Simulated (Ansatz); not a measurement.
**BFH3NS: two geometries relaxed**

Are the two ends of the shift of H7 from S4 to B2 separate minima, and which lies lower? Each is relaxed from a guess. SMILES of the start: NB(F)S.

Method: RKS PBE0/def2-SVP, in Ansatz 0.2.0.

### Step 1. The starting structure

Bond lengths: N1–B2 1.389 Å, B2–F3 1.331 Å, B2–S4 1.812 Å, N1–H5 1.004 Å, N1–H6 1.006 Å, S4–H7 1.327 Å. Angles: N1–B2–F3 118.2°, N1–B2–S4 123.5°, F3–B2–S4 118.2°, B2–N1–H5 125.3°, B2–N1–H6 121.2°, H5–N1–H6 113.5°, B2–S4–H7 96.6°.

Coordinates:

```xyz
7

N    -0.1588    0.7221    0.5925
B     0.2240   -0.5621    0.2252
F     0.6392   -1.3922    1.1794
S     0.1821   -1.1699   -1.4812
H    -0.4895    1.4307   -0.0366
H    -0.1253    1.0221    1.5517
H    -0.2717   -0.0507   -2.0311
```

### Step 2. Relaxing end A

input.yaml reads:

```yaml
crystal:
  periodic: [false, false, false]
  atoms:
    - { symbol: "N", position_ang: [-0.15877, 0.7221, 0.59252] }
    - { symbol: B, position_ang: [0.22396, -0.56212, 0.22521] }
    - { symbol: F, position_ang: [0.63923, -1.39221, 1.17943] }
    - { symbol: S, position_ang: [0.1821, -1.16988, -1.48121] }
    - { symbol: H, position_ang: [-0.48948, 1.43073, -0.03657] }
    - { symbol: H, position_ang: [-0.12528, 1.02207, 1.55171] }
    - { symbol: H, position_ang: [-0.27175, -0.05068, -2.03109] }
basis:
  gaussian: { orbitals: def2-SVP }
hamiltonian:
  xc: pbe0
relax:
  f_tol: 0.02
  max_steps: 50
```

Started as:

```sh
$ ansatz run input.yaml --threads 1 --pin off --max-ram 2048MiB --backend cpu --events-out ev --progress --plain --runs-dir out
```

Output:

```text
Warning: RAYON_NUM_THREADS=1 ignored (pool sized by the plan → 1); use --threads N
The last accepted step is kept in <dir> (removed where the run ends without a failure and the disk answers)
Engine: ansatz 0.2.0, aarch64-unknown-linux-gnu
Functional definition: PBE0
  parameter a = 0.25
  parameter kappa = 0.804
  parameter beta = 0.06672455060314922
  exchange = (1 - a)*pbe_x(kappa = kappa, mu = beta*pi^2/3) + a*exact_x
  correlation = pbe_c(beta = beta)
801 factors; integrals over basis functions are off by at most 4.1e-4 eV
mean field evaluation 1: about -15750.0349 eV, gradient 5.1e1 eV
mean field evaluation 2: about -15746.5499 eV, gradient 6.4e1 eV
mean field evaluation 4: about -15754.9122 eV, gradient 2.1e0 eV
mean field evaluation 8: about -15754.9697 eV, gradient 1.4e-1 eV
mean field -15754.96978516 eV, -578.9844605025 hartree, gradient 3.1e-5 eV, S^2 0.000000; 0 other end points of the search recorded, 0 dependent functions left out
the calculation of the forces begins
reference -15754.96980544 eV, -578.9844612479 hartree; 20, 20 occupied and 55, 55 virtual orbitals, 801 factors
relax step   1: F+E_penalty+E_count = -15754.96978516 eV  Δ(F+E_penalty+E_count) = +0.000e0 eV  max|allowed force component| = 8.138e-1 eV/Å  Δτ_max = 0.0000 Å  (25 SCF iters, accepted)
these checks for a lower state are left out or cut short: starts, cluster_reference, orbital_swaps, neighbouring_geometries, increment
801 factors; integrals over basis functions are off by at most 4.2e-4 eV
mean field evaluation 16: about -15754.9325 eV, gradient 1.5e0 eV
mean field -15754.98741316 eV, -578.9851083196 hartree, gradient 1.4e-5 eV, S^2 0.000000; 0 other end points of the search recorded, 0 dependent functions left out
the calculation of the forces begins
reference -15754.98743347 eV, -578.9851090661 hartree; 20, 20 occupied and 55, 55 virtual orbitals, 801 factors
relax step   2: F+E_penalty+E_count = -15754.98741316 eV  Δ(F+E_penalty+E_count) = -1.763e-2 eV  max|allowed force component| = 2.894e-1 eV/Å  Δτ_max = 0.0203 Å  (30 SCF iters, accepted)
these checks for a lower state are left out or cut short: starts, cluster_reference, orbital_swaps, neighbouring_geometries, increment
801 factors; integrals over basis functions are off by at most 4.4e-4 eV
mean field -15754.98861650 eV, -578.9851525414 hartree, gradient 1.4e-5 eV, S^2 0.000000; 0 other end points of the search recorded, 0 dependent functions left out
the calculation of the forces begins
reference -15754.98863684 eV, -578.9851532891 hartree; 20, 20 occupied and 55, 55 virtual orbitals, 801 factors
relax step   3: F+E_penalty+E_count = -15754.98861650 eV  Δ(F+E_penalty+E_count) = -1.203e-3 eV  max|allowed force component| = 2.003e-1 eV/Å  Δτ_max = 0.0273 Å  (30 SCF iters, accepted)
these checks for a lower state are left out or cut short: starts, cluster_reference, orbital_swaps, neighbouring_geometries, increment
801 factors; integrals over basis functions are off by at most 4.3e-4 eV
mean field evaluation 32: about -15754.9903 eV, gradient 2.5e-1 eV
mean field -15754.99045222 eV, -578.9852200031 hartree, gradient 1.4e-5 eV, S^2 0.000000; 0 other end points of the search recorded, 0 dependent functions left out
the calculation of the forces begins
reference -15754.99047257 eV, -578.9852207509 hartree; 20, 20 occupied and 55, 55 virtual orbitals, 801 factors
relax step   4: F+E_penalty+E_count = -15754.99045222 eV  Δ(F+E_penalty+E_count) = -1.836e-3 eV  max|allowed force component| = 4.991e-2 eV/Å  Δτ_max = 0.0209 Å  (30 SCF iters, accepted)
these checks for a lower state are left out or cut short: starts, cluster_reference, orbital_swaps, neighbouring_geometries, increment
801 factors; integrals over basis functions are off by at most 4.3e-4 eV
mean field -15754.99070560 eV, -578.9852293145 hartree, gradient 1.1e-5 eV, S^2 0.000000; 0 other end points of the search recorded, 0 dependent functions left out
the calculation of the forces begins
reference -15754.99072594 eV, -578.9852300619 hartree; 20, 20 occupied and 55, 55 virtual orbitals, 801 factors
relax step   5: F+E_penalty+E_count = -15754.99070560 eV  Δ(F+E_penalty+E_count) = -2.534e-4 eV  max|allowed force component| = 1.581e-2 eV/Å  Δτ_max = 0.0048 Å  (23 SCF iters, accepted)
801 factors; integrals over basis functions are off by at most 4.3e-4 eV
mean field -15754.99070560 eV, -578.9852293145 hartree, gradient 1.1e-5 eV, S^2 0.000000; 1 other end points of the search recorded, 0 dependent functions left out
the calculation of the forces begins
reference -15754.99072594 eV, -578.9852300619 hartree; 20, 20 occupied and 55, 55 virtual orbitals, 801 factors
Total energy: -15754.99072594 eV, -578.9852300619 hartree
Atom 0 at    -0.163530     0.739917     0.607114 Å, force    -0.003833     0.010784     0.002704 eV/Å
Atom 1 at     0.217895    -0.550099     0.224854 Å, force     0.000138     0.012647     0.015813 eV/Å
Atom 2 at     0.640985    -1.403478     1.163798 Å, force    -0.002780     0.000932    -0.009475 eV/Å
Atom 3 at     0.192156    -1.196435    -1.484546 Å, force    -0.001137     0.003081    -0.000148 eV/Å
Atom 4 at    -0.495395     1.454447    -0.022818 Å, force     0.002520    -0.010852    -0.006990 eV/Å
Atom 5 at    -0.121519     1.025883     1.577107 Å, force     0.004103    -0.012703    -0.002368 eV/Å
Atom 6 at    -0.270581    -0.070224    -2.065508 Å, force     0.000990    -0.003889     0.000464 eV/Å
Dipole moment:    -0.226662     0.683881     0.032019 e Å
```

It took 13 s on 1 thread of an Arm CPU, shared host; peak memory 0.13 GiB.

The steps of the relaxation:

| step | energy from step 1 (eV) | largest force component (eV/Å) |
| --- | --- | --- |
| 1 | 0.0000 | 0.8138 |
| 2 | -0.0176 | 0.2894 |
| 3 | -0.0188 | 0.2003 |
| 4 | -0.0207 | 0.0499 |
| 5 | -0.0209 | 0.0158 |

Step 1 is the start.

After: Bond lengths: N1–B2 1.398 Å, B2–F3 1.337 Å, B2–S4 1.828 Å, N1–H5 1.009 Å, N1–H6 1.012 Å, S4–H7 1.349 Å. Angles: N1–B2–F3 118.9°, N1–B2–S4 125.3°, F3–B2–S4 115.8°, B2–N1–H5 124.9°, B2–N1–H6 120.7°, H5–N1–H6 114.3°, B2–S4–H7 96.5°.

### Step 3. End point B

The second end starts from a geometry with the move made by hand.

input.yaml: that of step 2 with these lines changed.

```diff
@@ -9,3 +9,3 @@
     - { symbol: H, position_ang: [-0.12528, 1.02207, 1.55171] }
-    - { symbol: H, position_ang: [-0.27175, -0.05068, -2.03109] }
+    - { symbol: H, position_ang: [-0.058, 0.03791, -0.73883] }
 basis:
```

Started as:

```sh
$ ansatz run input.yaml --threads 1 --pin off --max-ram 2048MiB --backend cpu --events-out ev --progress --plain --runs-dir out
```

Output:

```text
Warning: RAYON_NUM_THREADS=1 ignored (pool sized by the plan → 1); use --threads N
The last accepted step is kept in <dir> (removed where the run ends without a failure and the disk answers)
Engine: ansatz 0.2.0, aarch64-unknown-linux-gnu
Functional definition: PBE0
  parameter a = 0.25
  parameter kappa = 0.804
  parameter beta = 0.06672455060314922
  exchange = (1 - a)*pbe_x(kappa = kappa, mu = beta*pi^2/3) + a*exact_x
  correlation = pbe_c(beta = beta)
799 factors; integrals over basis functions are off by at most 4.4e-4 eV
mean field evaluation 1: about -15747.4376 eV, gradient 4.9e1 eV
mean field evaluation 2: about -15743.5604 eV, gradient 6.4e1 eV
mean field evaluation 4: about -15752.0270 eV, gradient 2.2e0 eV
mean field evaluation 8: about -15752.0880 eV, gradient 5.4e-2 eV
mean field evaluation 16: about -15752.0880 eV, gradient 5.4e-5 eV
mean field -15752.08799818 eV, -578.8785567843 hartree, gradient 5.4e-5 eV, S^2 0.000000; 0 other end points of the search recorded, 0 dependent functions left out
the calculation of the forces begins
reference -15752.08801725 eV, -578.8785574854 hartree; 20, 20 occupied and 55, 55 virtual orbitals, 799 factors
relax step   1: F+E_penalty+E_count = -15752.08799818 eV  Δ(F+E_penalty+E_count) = +0.000e0 eV  max|allowed force component| = 6.509e0 eV/Å  Δτ_max = 0.0000 Å  (25 SCF iters, accepted)
these checks for a lower state are left out or cut short: starts, cluster_reference, orbital_swaps, neighbouring_geometries, increment
799 factors; integrals over basis functions are off by at most 6.5e-4 eV
mean field -15752.93087745 eV, -578.9095320263 hartree, gradient 1.8e-5 eV, S^2 0.000000; 0 other end points of the search recorded, 0 dependent functions left out
the calculation of the forces begins
reference -15752.93089651 eV, -578.9095327266 hartree; 20, 20 occupied and 55, 55 virtual orbitals, 799 factors
relax step   2: F+E_penalty+E_count = -15752.93087745 eV  Δ(F+E_penalty+E_count) = -8.429e-1 eV  max|allowed force component| = 4.321e0 eV/Å  Δτ_max = 0.1287 Å  (30 SCF iters, accepted)
these checks for a lower state are left out or cut short: starts, cluster_reference, orbital_swaps, neighbouring_geometries, increment
799 factors; integrals over basis functions are off by at most 6.2e-4 eV
mean field -15753.75237128 eV, -578.9397213676 hartree, gradient 6.7e-6 eV, S^2 0.000000; 0 other end points of the search recorded, 0 dependent functions left out
the calculation of the forces begins
reference -15753.75239019 eV, -578.9397220628 hartree; 20, 20 occupied and 55, 55 virtual orbitals, 799 factors
relax step   3: F+E_penalty+E_count = -15753.75237128 eV  Δ(F+E_penalty+E_count) = -8.215e-1 eV  max|allowed force component| = 2.636e0 eV/Å  Δτ_max = 0.2000 Å  (28 SCF iters, accepted)
these checks for a lower state are left out or cut short: starts, cluster_reference, orbital_swaps, neighbouring_geometries, increment
799 factors; integrals over basis functions are off by at most 8.2e-4 eV
mean field evaluation 32: about -15754.2615 eV, gradient 1.6e-1 eV
mean field -15754.31098625 eV, -578.9602500893 hartree, gradient 2.2e-5 eV, S^2 0.000000; 0 other end points of the search recorded, 0 dependent functions left out
the calculation of the forces begins
reference -15754.31100538 eV, -578.9602507923 hartree; 20, 20 occupied and 55, 55 virtual orbitals, 799 factors
relax step   4: F+E_penalty+E_count = -15754.31098625 eV  Δ(F+E_penalty+E_count) = -5.586e-1 eV  max|allowed force component| = 1.923e0 eV/Å  Δτ_max = 0.1970 Å  (29 SCF iters, accepted)
these checks for a lower state are left out or cut short: starts, cluster_reference, orbital_swaps, neighbouring_geometries, increment
799 factors; integrals over basis functions are off by at most 9.8e-4 eV
mean field -15754.68674278 eV, -578.9740588868 hartree, gradient 1.9e-5 eV, S^2 0.000000; 0 other end points of the search recorded, 0 dependent functions left out
the calculation of the forces begins
reference -15754.68676213 eV, -578.9740595980 hartree; 20, 20 occupied and 55, 55 virtual orbitals, 799 factors
relax step   5: F+E_penalty+E_count = -15754.68674278 eV  Δ(F+E_penalty+E_count) = -3.758e-1 eV  max|allowed force component| = 1.171e0 eV/Å  Δτ_max = 0.1938 Å  (30 SCF iters, accepted)
these checks for a lower state are left out or cut short: starts, cluster_reference, orbital_swaps, neighbouring_geometries, increment
799 factors; integrals over basis functions are off by at most 9.7e-4 eV
mean field -15754.88310050 eV, -578.9812749000 hartree, gradient 1.9e-5 eV, S^2 0.000000; 0 other end points of the search recorded, 0 dependent functions left out
the calculation of the forces begins
reference -15754.88312034 eV, -578.9812756292 hartree; 20, 20 occupied and 55, 55 virtual orbitals, 799 factors
relax step   6: F+E_penalty+E_count = -15754.88310050 eV  Δ(F+E_penalty+E_count) = -1.964e-1 eV  max|allowed force component| = 6.922e-1 eV/Å  Δτ_max = 0.1950 Å  (29 SCF iters, accepted)
these checks for a lower state are left out or cut short: starts, cluster_reference, orbital_swaps, neighbouring_geometries, increment
799 factors; integrals over basis functions are off by at most 1.0e-3 eV
mean field -15754.96210708 eV, -578.9841783383 hartree, gradient 2.5e-5 eV, S^2 0.000000; 0 other end points of the search recorded, 0 dependent functions left out
the calculation of the forces begins
reference -15754.96212734 eV, -578.9841790830 hartree; 20, 20 occupied and 55, 55 virtual orbitals, 799 factors
relax step   7: F+E_penalty+E_count = -15754.96210708 eV  Δ(F+E_penalty+E_count) = -7.901e-2 eV  max|allowed force component| = 5.988e-1 eV/Å  Δτ_max = 0.2000 Å  (29 SCF iters, accepted)
these checks for a lower state are left out or cut short: starts, cluster_reference, orbital_swaps, neighbouring_geometries, increment
800 factors; integrals over basis functions are off by at most 1.1e-3 eV
mean field evaluation 64: about -15754.9628 eV, gradient 1.3e-5 eV
mean field -15754.96276078 eV, -578.9842023615 hartree, gradient 1.3e-5 eV, S^2 0.000000; 0 other end points of the search recorded, 0 dependent functions left out
the calculation of the forces begins
reference -15754.96278130 eV, -578.9842031153 hartree; 20, 20 occupied and 55, 55 virtual orbitals, 800 factors
relax step   8: F+E_penalty+E_count = -15754.96276078 eV  Δ(F+E_penalty+E_count) = -6.537e-4 eV  max|allowed force component| = 7.339e-1 eV/Å  Δτ_max = 0.1211 Å  (28 SCF iters, accepted)
these checks for a lower state are left out or cut short: starts, cluster_reference, orbital_swaps, neighbouring_geometries, increment
800 factors; integrals over basis functions are off by at most 1.1e-3 eV
mean field -15754.98759270 eV, -578.9851149175 hartree, gradient 1.3e-5 eV, S^2 0.000000; 0 other end points of the search recorded, 0 dependent functions left out
the calculation of the forces begins
reference -15754.98761320 eV, -578.9851156709 hartree; 20, 20 occupied and 55, 55 virtual orbitals, 800 factors
relax step   9: F+E_penalty+E_count = -15754.98759270 eV  Δ(F+E_penalty+E_count) = -2.483e-2 eV  max|allowed force component| = 3.052e-1 eV/Å  Δτ_max = 0.0514 Å  (29 SCF iters, accepted)
these checks for a lower state are left out or cut short: starts, cluster_reference, orbital_swaps, neighbouring_geometries, increment
800 factors; integrals over basis functions are off by at most 1.1e-3 eV
mean field -15754.99060325 eV, -578.9852255533 hartree, gradient 1.4e-5 eV, S^2 0.000000; 0 other end points of the search recorded, 0 dependent functions left out
the calculation of the forces begins
reference -15754.99062376 eV, -578.9852263071 hartree; 20, 20 occupied and 55, 55 virtual orbitals, 800 factors
relax step  10: F+E_penalty+E_count = -15754.99060325 eV  Δ(F+E_penalty+E_count) = -3.011e-3 eV  max|allowed force component| = 3.026e-2 eV/Å  Δτ_max = 0.0226 Å  (31 SCF iters, accepted)
these checks for a lower state are left out or cut short: starts, cluster_reference, orbital_swaps, neighbouring_geometries, increment
800 factors; integrals over basis functions are off by at most 1.1e-3 eV
mean field -15754.99069136 eV, -578.9852287914 hartree, gradient 1.5e-5 eV, S^2 0.000000; 0 other end points of the search recorded, 0 dependent functions left out
the calculation of the forces begins
reference -15754.99071188 eV, -578.9852295452 hartree; 20, 20 occupied and 55, 55 virtual orbitals, 800 factors
relax step  11: F+E_penalty+E_count = -15754.99069136 eV  Δ(F+E_penalty+E_count) = -8.811e-5 eV  max|allowed force component| = 1.759e-2 eV/Å  Δτ_max = 0.0028 Å  (23 SCF iters, accepted)
800 factors; integrals over basis functions are off by at most 1.1e-3 eV
mean field evaluation 96: about -15754.9907 eV, gradient 5.0e-2 eV
mean field -15754.99069136 eV, -578.9852287914 hartree, gradient 1.5e-5 eV, S^2 0.000000; 1 other end points of the search recorded, 0 dependent functions left out
the calculation of the forces begins
reference -15754.99071188 eV, -578.9852295452 hartree; 20, 20 occupied and 55, 55 virtual orbitals, 800 factors
Total energy: -15754.99071188 eV, -578.9852295452 hartree
Atom 0 at    -0.143126     0.738465     0.807024 Å, force     0.003865    -0.009523    -0.011303 eV/Å
Atom 1 at     0.236565    -0.545174     0.402611 Å, force    -0.002571     0.002007    -0.012617 eV/Å
Atom 2 at     0.625464    -1.427907     1.328694 Å, force    -0.004310     0.000597    -0.000265 eV/Å
Atom 3 at     0.249944    -1.146770    -1.324445 Å, force     0.004800     0.007649     0.017593 eV/Å
Atom 4 at    -0.447801     1.469771     0.182752 Å, force    -0.003637     0.003296     0.007335 eV/Å
Atom 5 at    -0.127781     0.999520     1.784652 Å, force     0.003746    -0.001299    -0.002294 eV/Å
Atom 6 at    -0.179506     0.000694    -1.889028 Å, force    -0.001892    -0.002727     0.001551 eV/Å
Dipole moment:    -0.219885     0.685528     0.044743 e Å
```

Run time: 26 s. Hardware: 1 thread of an Arm CPU, shared host; peak memory 0.14 GiB.

The steps of the relaxation:

| step | energy from step 1 (eV) | largest force component (eV/Å) |
| --- | --- | --- |
| 1 | 0.0000 | 6.5086 |
| 2 | -0.8429 | 4.3212 |
| 3 | -1.6644 | 2.6355 |
| 4 | -2.2230 | 1.9229 |
| 5 | -2.5987 | 1.1712 |
| 6 | -2.7951 | 0.6922 |
| 7 | -2.8741 | 0.5988 |
| 8 | -2.8748 | 0.7339 |
| 9 | -2.8996 | 0.3052 |
| 10 | -2.9026 | 0.0303 |
| 11 | -2.9027 | 0.0176 |

Step 1 is the start.

After: Bond lengths: N1–B2 1.398 Å, B2–F3 1.337 Å, B2–S4 1.829 Å, N1–H5 1.009 Å, N1–H6 1.012 Å, S4–H7 1.349 Å. Angles: N1–B2–F3 119.0°, N1–B2–S4 125.2°, F3–B2–S4 115.8°, B2–N1–H5 124.7°, B2–N1–H6 120.8°, H5–N1–H6 114.5°, B2–S4–H7 96.5°.

Pairs that crossed the distance rule for bonds on the way: moved apart B2–H7.

### Step 4. Summary of results

| quantity | value |
| --- | --- |
| end A | 4 moves, 0.021 eV lower |
| end B | 10 moves, 2.903 eV lower |
| largest difference between the ends | 0.00 Å |
| end B relative to end A | +0.000 eV |

In words: Both starts fell into the same minimum (no atom differs by more than 0.00 Å), so from this start no second minimum was found and no band was run; another arrangement could still be one.
